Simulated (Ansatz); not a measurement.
# Ge2 (singlet): the correlation ladder, cc-pVDZ

How much of the correlation energy of Ge2 (singlet) does each wave-function method recover here?

Program: Ansatz 0.2.0, Gaussian basis. Level of theory: cc-pVDZ, core rule «outside noble gas», up to 28 orbitals frozen. These are calculated values, not measurements.

The runs, in order: UHF; CCSD(T) on RHF; CCSD(T) on UHF; BCCD(T) on RHF; CISD; CCSDT(Q) on RHF; CCSDT(Q) on UHF; CISDTQ; CCSDTQ on RHF; CCSDTQ on UHF; CASSCF and MRCISD+Q, 8 electrons in 8 orbitals; CASSCF and NEVPT2, 8 electrons in 8 orbitals; Full CI.

6 further runs of the same task are left out: 6 set aside as unsound or not needed.

### Step 1. The system

The geometry is a PBE0/def2-TZVP stationary point (not a proven minimum) of the parent state, kept for this charge and spin. No spin-orbit coupling is included. The filled d shell of Ge may be among the frozen orbitals whatever the setting's name suggests; the logs give the count.

2 atoms, charge 0, spin multiplicity 1.

Atoms are counted from 1 here; the program's logs count them from 0.

Bond lengths: Ge1–Ge2 2.383 Å.

### Step 2. UHF

File in.yaml:

```yaml
crystal:
  periodic: [false, false, false]
  atoms:
    - {symbol: Ge, position_ang: [0.000000, 0.000000, 0.000000]}
    - {symbol: Ge, position_ang: [0.000000, 0.000000, 2.383102]}
basis:
  gaussian: {orbitals: cc-pVDZ}
magnetization: {spin_polarized: true, initial_magnetization: 0}
hamiltonian: {xc: hf}
output: {orbitals: {seedname: orbitals}}
```

Run with:

```
ansatz run in.yaml --threads 1 --pin off --events-out ev --progress --plain --max-ram 4096MiB --backend cpu
```

Further steps of the session: CCSD(T) on RHF; CCSD(T) on UHF; BCCD(T) on RHF; CISD; CCSDT(Q) on RHF; CCSDT(Q) on UHF; CISDTQ; CCSDTQ on RHF; CCSDTQ on UHF; CASSCF and MRCISD+Q, 8 electrons in 8 orbitals; CASSCF and NEVPT2, 8 electrons in 8 orbitals; Full CI.

**Question.** What will the summary of the whole plan be? Wanted: FCI below the RHF energy; RMP2 from FCI; RCCSD from FCI; RCCSD(T) from FCI; RCCSDT(Q) from FCI; T1 diagnostic; effectively unpaired electrons.

The runs gave:

| quantity | value |
| --- | --- |
| FCI below the RHF energy | -4.8259 eV |
| RMP2 from FCI | +29.19 kcal/mol |
| RCCSD from FCI | +8.51 kcal/mol |
| RCCSD(T) from FCI | +3.61 kcal/mol |
| RCCSDT(Q) from FCI | +0.72 kcal/mol |
| levels within 1 kcal/mol (43 meV) | RCCSDT(Q), RCCSDTQ |
| T1 diagnostic | 0.017 |
| effectively unpaired electrons | 2.12 |

What this shows: RCCSD(T) misses by +3.61 kcal/mol, 3.2 % of the correlation energy. The occupations show strong static correlation (2.1 unpaired electrons where one determinant has 0). Coupled cluster took another determinant than the lowest Hartree-Fock one. These misses are within one basis, not against nature.
